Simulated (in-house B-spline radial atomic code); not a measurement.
# Ga⁹⁺: excited configurations

Aim: the energies of several excited configurations of Ga⁹⁺ above a reference configuration, each from its own self-consistent run.

Program: in-house B-spline radial atomic code version 1. Level of theory: Dirac-Hartree-Fock, average of configuration, Fermi nucleus, basis-set limit. These are calculated values, not measurements, unless marked.

### Step 1. What is computed

```
element       : gallium (Z = 31)
charge        : +9
electrons     : 22
configuration : [Ar] 3d4
Hamiltonian   : Dirac-Coulomb
nucleus       : Fermi, rms radius 3.997 fm
```

The outer shells:

[Ar] 3d4
```
[Ar] core
3d [↑ ][↑ ][↑ ][↑ ][  ]
```

The boxes draw the filling by Hund's rule, which heavy ions in jj coupling don't follow; these runs average over all states of the configuration.

Settings, as recorded:

```ini
Z = 31
electrons = 22.0
configuration = [Ar] 3d4
hamiltonian = dirac
method = hf
spin_polarised = False
nucleus = fermi
rms_radius = 3.9973
mass_number = 69
atomic_mass = 68.925573528
speed_of_light = 137.035999084
```

From the earlier run of the reference: total energy -1911.872578 hartree. Levels, eight at most:

| orbital | occupation | energy (eV) | <r> (bohr) |
| --- | --- | --- | --- |
| 2s1/2 | 2 | -1577.81 | 0.2163 |
| 2p1/2 | 2 | -1417.99 | 0.1878 |
| 2p3/2 | 4 | -1390.02 | 0.1912 |
| 3s1/2 | 2 | -387.39 | 0.6103 |
| 3p1/2 | 2 | -330.91 | 0.6141 |
| 3p3/2 | 4 | -326.37 | 0.6213 |
| 3d3/2 | 1.6 | -243.57 | 0.6047 |
| 3d5/2 | 2.4 | -242.87 | 0.6069 |

### Step 2. [Ar] 3d3 6g1

Changes to the settings of step 1:

```diff
@@ -2,3 +2,3 @@
 electrons = 22.0
-configuration = [Ar] 3d4
+configuration = [Ar] 3d3 6g1
 hamiltonian = dirac
```

Main fields of the result record, rounded:

```text
status: converged
scf [iteration, energy, orbital gradient]:
  - [1, -1885.81861501, 1.15]
  - [2, -1903.27403147, 0.319]
  - [3, -1904.23477371, 0.126]
  - [4, -1904.38315614, 0.0496]
  - [5, -1904.40778249, 0.0102]
  - [6, -1904.40924972, 0.000339]
  - [7, -1904.40925081, 1.39e-05]
  - [8, -1904.40925081, 1.09e-06]
  - [9, -1904.40925081, 4.94e-08]
energy [hartree]: {"total": -1904.40925081, "kinetic": 1944.31387288, "nuclear": -4390.76031823, "coulomb": 606.218518504, "exact_exchange": -64.181323959}
breit [hartree]: {"gaunt": 0.937469, "retardation": -0.08641757, "frequency_dependence": -0.003297589}
qed [hartree]: {"self_energy": 0.6295766, "uehling": -0.05900418, "wichmann_kroll": 0.0005038446}
recoil [hartree]: 0.01151757
total_with_corrections [hartree]: -1902.97890314
orbitals [hartree, bohr; first row names the columns]:
  - ["name", "occ", "eps", "<r>"]
  - ["1s1/2", 2.0, -393.72986, 0.048587]
  - ["2s1/2", 2.0, -59.284625, 0.21617]
  - ["2p1/2", 2.0, -53.411003, 0.18758]
  - ["2p3/2", 4.0, -52.382634, 0.19097]
  - ["3s1/2", 2.0, -15.236006, 0.60237]
  - ["3p1/2", 2.0, -13.141599, 0.60397]
  - ["3p3/2", 4.0, -12.968897, 0.61088]
  - ["3d3/2", 1.2, -10.005632, 0.58601]
  - ["3d5/2", 1.8, -9.9784588, 0.58804]
  - ["6g7/2", 0.44444, -1.3917885, 4.3823]
  - ["6g9/2", 0.55556, -1.3917369, 4.3825]
sum_r [bohr^k]: {"-1": 141.6378, "1": 12.66883, "2": 26.63278}
energy_minus_base [hartree]: 7.46332702
energy_minus_base_with_corrections [hartree]: 7.46333137
```

Run time: 1.8 s. Hardware: 1 thread, shared host.

energy_minus_base is the energy less that of the reference run.

### Step 3. [Ne] 3s2 3p5 3d4 4d1

Changes to the settings of step 2:

```diff
@@ -2,3 +2,3 @@
 electrons = 22.0
-configuration = [Ar] 3d3 6g1
+configuration = [Ne] 3s2 3p5 3d4 4d1
 hamiltonian = dirac
```

From the record:

```text
status: converged
scf [iteration, energy, orbital gradient]:
  - [1, -1884.54198632, 1.16]
  - [2, -1902.29938235, 0.367]
  - [3, -1903.6965812, 0.134]
  - [4, -1903.89357089, 0.0494]
  - [5, -1903.92361832, 0.0131]
  - [6, -1903.92568318, 0.000757]
  - [7, -1903.92568851, 3.81e-05]
  - [8, -1903.92568852, 2.11e-06]
  - [9, -1903.92568852, 1.05e-07]
energy [hartree]: {"total": -1903.92568852, "kinetic": 1943.64689104, "nuclear": -4399.26842483, "coulomb": 614.714361476, "exact_exchange": -63.0185162188}
breit [hartree]: {"gaunt": 0.9306834, "retardation": -0.08547292, "frequency_dependence": -0.003226528}
qed [hartree]: {"self_energy": 0.6294193, "uehling": -0.05900593, "wichmann_kroll": 0.000503853}
recoil [hartree]: 0.01148625
total_with_corrections [hartree]: -1902.50130108
orbitals [hartree, bohr; first row names the columns]:
  - ["name", "occ", "eps", "<r>"]
  - ["1s1/2", 2.0, -393.40183, 0.048579]
  - ["2s1/2", 2.0, -58.776484, 0.21613]
  - ["2p1/2", 2.0, -52.914047, 0.18786]
  - ["2p3/2", 4.0, -51.884088, 0.19127]
  - ["3s1/2", 2.0, -14.704078, 0.6047]
  - ["3p1/2", 1.6667, -12.730277, 0.60573]
  - ["3p3/2", 3.3333, -12.560055, 0.61267]
  - ["3d3/2", 1.6, -9.5123824, 0.58822]
  - ["3d5/2", 2.4, -9.4858998, 0.59024]
  - ["4d3/2", 0.4, -4.0339538, 1.5981]
  - ["4d5/2", 0.6, -4.0284581, 1.6007]
sum_r [bohr^k]: {"-1": 141.9122, "1": 9.888746, "2": 7.907612}
energy_minus_base [hartree]: 7.9468893
energy_minus_base_with_corrections [hartree]: 7.94093344
```

Run time: 1.7 s. Hardware: 1 thread, shared host.

### Step 4. Configuration [Ar] 3d3 7d1

Changes to the settings of step 3:

```diff
@@ -2,3 +2,3 @@
 electrons = 22.0
-configuration = [Ne] 3s2 3p5 3d4 4d1
+configuration = [Ar] 3d3 7d1
 hamiltonian = dirac
```

From the record:

```text
status: converged
scf [iteration, energy, orbital gradient]:
  - [1, -1885.65280176, 1.15]
  - [2, -1903.27345865, 0.309]
  - [3, -1904.03710044, 0.126]
  - [4, -1904.15886359, 0.0523]
  - [5, -1904.1813189, 0.00905]
  - [6, -1904.18223166, 0.000295]
  - [7, -1904.18223233, 1.08e-05]
  - [8, -1904.18223233, 1.28e-06]
  - [9, -1904.18223233, 6.68e-08]
energy [hartree]: {"total": -1904.18223233, "kinetic": 1944.08581464, "nuclear": -4389.09731555, "coulomb": 605.018997239, "exact_exchange": -64.1897286594}
breit [hartree]: {"gaunt": 0.937522, "retardation": -0.08643359, "frequency_dependence": -0.003297184}
qed [hartree]: {"self_energy": 0.6295663, "uehling": -0.05900335, "wichmann_kroll": 0.0005038375}
recoil [hartree]: 0.01151293
total_with_corrections [hartree]: -1902.7518614
orbitals [hartree, bohr; first row names the columns]:
  - ["name", "occ", "eps", "<r>"]
  - ["1s1/2", 2.0, -393.78276, 0.048587]
  - ["2s1/2", 2.0, -59.338055, 0.21617]
  - ["2p1/2", 2.0, -53.464209, 0.18759]
  - ["2p3/2", 4.0, -52.435883, 0.19098]
  - ["3s1/2", 2.0, -15.297386, 0.60253]
  - ["3p1/2", 2.0, -13.203031, 0.60417]
  - ["3p3/2", 4.0, -13.030458, 0.61109]
  - ["3d3/2", 1.2, -10.066892, 0.58613]
  - ["3d5/2", 1.8, -10.039756, 0.58816]
  - ["7d3/2", 0.4, -1.1653791, 6.1512]
  - ["7d5/2", 0.6, -1.1645482, 6.1558]
sum_r [bohr^k]: {"-1": 141.5841, "1": 14.44235, "2": 47.53891}
energy_minus_base [hartree]: 7.6903455
energy_minus_base_with_corrections [hartree]: 7.69037312
```

Run time: 1.6 s. Hardware: 1 thread, shared host.

Radial density 4πr²n(r) and radial functions P(r) = rR(r):

| r (bohr) | 4πr²n | 3d5/2 | 7d5/2 |
| --- | --- | --- | --- |
| 0.00474 | 4.825 | 0.0000 | 0.0000 |
| 0.00739 | 9.728 | 0.0002 | 0.0000 |
| 0.0115 | 17.87 | 0.0007 | 0.0001 |
| 0.0179 | 28.57 | 0.0023 | 0.0005 |
| 0.0279 | 37.15 | 0.0080 | 0.0016 |
| 0.0435 | 36.67 | 0.0259 | 0.0052 |
| 0.0677 | 31.09 | 0.0779 | 0.0154 |
| 0.106 | 37.30 | 0.2126 | 0.0418 |
| 0.164 | 43.60 | 0.4858 | 0.0932 |
| 0.256 | 25.14 | 0.9142 | 0.1633 |
| 0.399 | 18.93 | 1.2832 | 0.1795 |
| 0.621 | 19.32 | 1.2057 | 0.0214 |
| 0.968 | 4.743 | 0.6456 | -0.2403 |
| 1.51 | 0.1588 | 0.1481 | -0.0658 |
| 2.35 | 0.09009 | 0.0097 | 0.2997 |
| 3.66 | 0.1274 | -0.0007 | -0.3566 |
| 5.70 | 0.1187 | 0.0007 | 0.3438 |
| 8.88 | 0.07462 | 0.0006 | 0.2735 |
| 13.8 | 2.511e-05 | 0.0000 | 0.0050 |
| 21.5 | 1.126e-12 | 0.0000 | 0.0000 |

On the record's full grid the radial density has clear maxima near r = 0.035, 0.16, 0.50, 2.4, 3.7, 7.1 bohr.

### Step 5. Configuration [Ne] 3s2 3p5 3d4 6f1

Changes to the settings of step 4:

```diff
@@ -2,3 +2,3 @@
 electrons = 22.0
-configuration = [Ar] 3d3 7d1
+configuration = [Ne] 3s2 3p5 3d4 6f1
 hamiltonian = dirac
```

From the record:

```text
status: converged
scf [iteration, energy, orbital gradient]:
  - [1, -1881.64003529, 1.16]
  - [2, -1899.83657264, 0.368]
  - [3, -1901.11580038, 0.136]
  - [4, -1901.3029568, 0.0509]
  - [5, -1901.33100668, 0.0133]
  - [6, -1901.33317128, 0.000656]
  - [7, -1901.33317541, 1.56e-05]
  - [8, -1901.33317542, 1.77e-06]
  - [9, -1901.33317542, 6.45e-08]
energy [hartree]: {"total": -1901.33317542, "kinetic": 1941.06054903, "nuclear": -4384.93944492, "coulomb": 605.498059898, "exact_exchange": -62.9523394304}
breit [hartree]: {"gaunt": 0.9303392, "retardation": -0.08538209, "frequency_dependence": -0.003228736}
qed [hartree]: {"self_energy": 0.6294836, "uehling": -0.0590112, "wichmann_kroll": 0.000503898}
recoil [hartree]: 0.01148106
total_with_corrections [hartree]: -1899.90898967
orbitals [hartree, bohr; first row names the columns]:
  - ["name", "occ", "eps", "<r>"]
  - ["1s1/2", 2.0, -393.86851, 0.048579]
  - ["2s1/2", 2.0, -59.239475, 0.21609]
  - ["2p1/2", 2.0, -53.378385, 0.18782]
  - ["2p3/2", 4.0, -52.348152, 0.19122]
  - ["3s1/2", 2.0, -15.114563, 0.60363]
  - ["3p1/2", 1.6667, -13.140515, 0.60433]
  - ["3p3/2", 3.3333, -12.969483, 0.61122]
  - ["3d3/2", 1.6, -9.9219307, 0.58828]
  - ["3d5/2", 2.4, -9.8952028, 0.5903]
  - ["6f5/2", 0.42857, -1.4370071, 4.5919]
  - ["6f7/2", 0.57143, -1.4368848, 4.5925]
sum_r [bohr^k]: {"-1": 141.45, "1": 12.87197, "2": 29.03355}
energy_minus_base [hartree]: 10.5394024
energy_minus_base_with_corrections [hartree]: 10.5332449
```

Wall time 1.9 s (1 thread, shared host).

### Step 6. Configuration [Ar] 3d3 4d1

Changes to the settings of step 5:

```diff
@@ -2,3 +2,3 @@
 electrons = 22.0
-configuration = [Ne] 3s2 3p5 3d4 6f1
+configuration = [Ar] 3d3 4d1
 hamiltonian = dirac
```

From the record:

```text
status: converged
scf [iteration, energy, orbital gradient]:
  - [1, -1888.7731744, 1.15]
  - [2, -1905.80897646, 0.318]
  - [3, -1906.86348662, 0.123]
  - [4, -1907.01982419, 0.0482]
  - [5, -1907.04662551, 0.0101]
  - [6, -1907.04794353, 0.000501]
  - [7, -1907.04794602, 3.42e-05]
  - [8, -1907.04794603, 1.37e-06]
  - [9, -1907.04794603, 1.13e-07]
energy [hartree]: {"total": -1907.04794603, "kinetic": 1946.94419103, "nuclear": -4405.45348831, "coulomb": 615.71522912, "exact_exchange": -64.2538778717}
breit [hartree]: {"gaunt": 0.9377519, "retardation": -0.08650419, "frequency_dependence": -0.003294727}
qed [hartree]: {"self_energy": 0.6295052, "uehling": -0.05899846, "wichmann_kroll": 0.0005037957}
recoil [hartree]: 0.01152093
total_with_corrections [hartree]: -1905.61746151
orbitals [hartree, bohr; first row names the columns]:
  - ["name", "occ", "eps", "<r>"]
  - ["1s1/2", 2.0, -393.25071, 0.048586]
  - ["2s1/2", 2.0, -58.806856, 0.21621]
  - ["2p1/2", 2.0, -52.932159, 0.18762]
  - ["2p3/2", 4.0, -51.904027, 0.19102]
  - ["3s1/2", 2.0, -14.8126, 0.60362]
  - ["3p1/2", 2.0, -12.719065, 0.60561]
  - ["3p3/2", 4.0, -12.5473, 0.61259]
  - ["3d3/2", 1.2, -9.5848981, 0.58475]
  - ["3d5/2", 1.8, -9.5579968, 0.58677]
  - ["4d3/2", 0.4, -4.0355377, 1.6002]
  - ["4d5/2", 0.6, -4.0300336, 1.6028]
sum_r [bohr^k]: {"-1": 142.1117, "1": 9.897342, "2": 7.907813}
energy_minus_base [hartree]: 4.82463179
energy_minus_base_with_corrections [hartree]: 4.82477301
```

Run time: 1.4 s. Hardware: 1 thread, shared host.

### Step 7. Configuration [Ar] 3d3 6p1

Changes to the settings of step 6:

```diff
@@ -2,3 +2,3 @@
 electrons = 22.0
-configuration = [Ar] 3d3 4d1
+configuration = [Ar] 3d3 6p1
 hamiltonian = dirac
```

From the record:

```text
status: converged
scf [iteration, energy, orbital gradient]:
  - [1, -1886.35820933, 1.15]
  - [2, -1903.6136067, 0.348]
  - [3, -1904.67306514, 0.135]
  - [4, -1904.83284809, 0.0522]
  - [5, -1904.85808088, 0.0115]
  - [6, -1904.85979807, 0.000373]
  - [7, -1904.85979926, 1.37e-05]
  - [8, -1904.85979926, 1.25e-06]
  - [9, -1904.85979926, 3.71e-08]
energy [hartree]: {"total": -1904.85979926, "kinetic": 1944.77188391, "nuclear": -4392.55899263, "coulomb": 607.131850197, "exact_exchange": -64.2045407428}
breit [hartree]: {"gaunt": 0.9378947, "retardation": -0.08649679, "frequency_dependence": -0.003300413}
qed [hartree]: {"self_energy": 0.6295646, "uehling": -0.05900249, "wichmann_kroll": 0.0005038304}
recoil [hartree]: 0.01151721
total_with_corrections [hartree]: -1903.42911862
orbitals [hartree, bohr; first row names the columns]:
  - ["name", "occ", "eps", "<r>"]
  - ["1s1/2", 2.0, -393.6731, 0.048587]
  - ["2s1/2", 2.0, -59.236672, 0.21618]
  - ["2p1/2", 2.0, -53.362156, 0.18759]
  - ["2p3/2", 4.0, -52.333936, 0.19098]
  - ["3s1/2", 2.0, -15.200703, 0.6026]
  - ["3p1/2", 2.0, -13.106812, 0.60422]
  - ["3p3/2", 4.0, -12.934298, 0.61114]
  - ["3d3/2", 1.2, -9.9690325, 0.58654]
  - ["3d5/2", 1.8, -9.9419155, 0.58857]
  - ["6p1/2", 0.33333, -1.847814, 3.9847]
  - ["6p3/2", 0.66667, -1.8396703, 4.0028]
sum_r [bohr^k]: {"-1": 141.6958, "1": 12.2869, "2": 22.86981}
energy_minus_base [hartree]: 7.01277856
energy_minus_base_with_corrections [hartree]: 7.0131159
```

Run time: 1.5 s. Hardware: 1 thread, shared host.

### Step 8. [Ne] 3s2 3p5 3d4 5d1

Changes to the settings of step 7:

```diff
@@ -2,3 +2,3 @@
 electrons = 22.0
-configuration = [Ar] 3d3 6p1
+configuration = [Ne] 3s2 3p5 3d4 5d1
 hamiltonian = dirac
```

From the record:

```text
status: converged
scf [iteration, energy, orbital gradient]:
  - [1, -1882.7822332, 1.16]
  - [2, -1901.00363129, 0.36]
  - [3, -1902.12279485, 0.136]
  - [4, -1902.29136486, 0.0524]
  - [5, -1902.31863475, 0.0126]
  - [6, -1902.32032209, 0.00058]
  - [7, -1902.32032514, 1.55e-05]
  - [8, -1902.32032514, 1.87e-06]
  - [9, -1902.32032514, 5.82e-08]
energy [hartree]: {"total": -1902.32032514, "kinetic": 1942.04589221, "nuclear": -4390.2400901, "coulomb": 608.844097024, "exact_exchange": -62.9702242776}
breit [hartree]: {"gaunt": 0.9305224, "retardation": -0.08542849, "frequency_dependence": -0.003227867}
qed [hartree]: {"self_energy": 0.6294577, "uehling": -0.05900903, "wichmann_kroll": 0.0005038796}
recoil [hartree]: 0.01148223
total_with_corrections [hartree]: -1900.89602439
orbitals [hartree, bohr; first row names the columns]:
  - ["name", "occ", "eps", "<r>"]
  - ["1s1/2", 2.0, -393.69571, 0.048579]
  - ["2s1/2", 2.0, -59.069601, 0.21611]
  - ["2p1/2", 2.0, -53.207676, 0.18784]
  - ["2p3/2", 4.0, -52.177595, 0.19125]
  - ["3s1/2", 2.0, -14.967544, 0.604]
  - ["3p1/2", 1.6667, -12.993315, 0.6048]
  - ["3p3/2", 3.3333, -12.822573, 0.6117]
  - ["3d3/2", 1.6, -9.7742569, 0.5884]
  - ["3d5/2", 2.4, -9.7476205, 0.59042]
  - ["5d3/2", 0.4, -2.4259838, 2.8157]
  - ["5d5/2", 0.6, -2.4234654, 2.8189]
sum_r [bohr^k]: {"-1": 141.621, "1": 11.10107, "2": 13.98446}
energy_minus_base [hartree]: 9.55225269
energy_minus_base_with_corrections [hartree]: 9.54621012
```

Run time: 1.9 s. Hardware: 1 thread, shared host.

### Step 9. Run with [Ne] 3s2 3p5 3d4 6p1

Changes to the settings of step 8:

```diff
@@ -2,3 +2,3 @@
 electrons = 22.0
-configuration = [Ne] 3s2 3p5 3d4 5d1
+configuration = [Ne] 3s2 3p5 3d4 6p1
 hamiltonian = dirac
```

From the record:

```text
status: converged
scf [iteration, energy, orbital gradient]:
  - [1, -1882.1050709, 1.16]
  - [2, -1900.23810636, 0.371]
  - [3, -1901.51975765, 0.138]
  - [4, -1901.7070558, 0.0514]
  - [5, -1901.73501664, 0.0134]
  - [6, -1901.7371995, 0.000647]
  - [7, -1901.73720354, 1.48e-05]
  - [8, -1901.73720354, 1.77e-06]
  - [9, -1901.73720354, 5.81e-08]
energy [hartree]: {"total": -1901.73720354, "kinetic": 1941.47332995, "nuclear": -4386.39556624, "coulomb": 606.145926039, "exact_exchange": -62.9608932839}
breit [hartree]: {"gaunt": 0.9307918, "retardation": -0.08546178, "frequency_dependence": -0.003231891}
qed [hartree]: {"self_energy": 0.6294775, "uehling": -0.05900993, "wichmann_kroll": 0.0005038875}
recoil [hartree]: 0.01148154
total_with_corrections [hartree]: -1900.3126524
orbitals [hartree, bohr; first row names the columns]:
  - ["name", "occ", "eps", "<r>"]
  - ["1s1/2", 2.0, -393.82324, 0.048579]
  - ["2s1/2", 2.0, -59.204666, 0.21611]
  - ["2p1/2", 2.0, -53.342438, 0.18783]
  - ["2p3/2", 4.0, -52.312387, 0.19124]
  - ["3s1/2", 2.0, -15.091182, 0.60369]
  - ["3p1/2", 1.6667, -13.117252, 0.60433]
  - ["3p3/2", 3.3333, -12.946283, 0.61121]
  - ["3d3/2", 1.6, -9.8965741, 0.5884]
  - ["3d5/2", 2.4, -9.8698734, 0.59042]
  - ["6p1/2", 0.33333, -1.8464151, 3.9876]
  - ["6p3/2", 0.66667, -1.8382741, 4.0057]
sum_r [bohr^k]: {"-1": 141.497, "1": 12.28002, "2": 22.8932}
energy_minus_base [hartree]: 10.1353743
energy_minus_base_with_corrections [hartree]: 10.1295821
```

It took 1.9 s on 1 thread, shared host.

### Step 10. The excitation energies

| net move | configuration | energy above the reference (eV) | with Breit, QED, recoil (eV) | largest <r> (bohr) |
| --- | --- | --- | --- | --- |
| 3d → 4d | [Ar] 3d3 4d1 | 131.28 | 131.29 | 1.60 |
| 3d → 6p | [Ar] 3d3 6p1 | 190.83 | 190.84 | 4.00 |
| 3d → 6g | [Ar] 3d3 6g1 | 203.09 | 203.09 | 4.38 |
| 3d → 7d | [Ar] 3d3 7d1 | 209.26 | 209.27 | 6.16 |
| 3p → 4d | [Ne] 3s2 3p5 3d4 4d1 | 216.25 | 216.08 | 1.60 |
| 3p → 5d | [Ne] 3s2 3p5 3d4 5d1 | 259.93 | 259.77 | 2.82 |
| 3p → 6p | [Ne] 3s2 3p5 3d4 6p1 | 275.80 | 275.64 | 4.01 |
| 3p → 6f | [Ne] 3s2 3p5 3d4 6f1 | 286.79 | 286.62 | 4.59 |

Quantum defects of the promoted electron, δ = n − ζ/√(−2ε) with ζ = 10 and ε its orbital energy in hartree:

| promotion | δ |
| --- | --- |
| 3d → 4d | 0.479 |
| 3d → 6p | 0.791 |
| 3d → 6g | 0.006 |
| 3d → 7d | 0.448 |
| 3p → 4d | 0.478 |
| 3p → 5d | 0.459 |
| 3p → 6p | 0.789 |
| 3p → 6f | 0.101 |

**Reading.** At the bottom stands 3d → 4d (131.28 eV), at the top 3p → 6f (286.79 eV). Koopmans' estimate of the ionisation threshold is 242.87 eV; 3 configurations exceed it by over 2 % and could autoionise. Of those tabulated, the defect is largest for 6p (0.79) and least for 6g (0.01): low angular momentum penetrates the core, high angular momentum stays outside it. Two partly filled shells share a symmetry and can mix in the average, which may lower the energy, for: 3d → 4d; 3d → 7d; 3p → 4d; 3p → 5d; 3p → 6p. These are averages over configurations, without correlation, not spectroscopic levels.
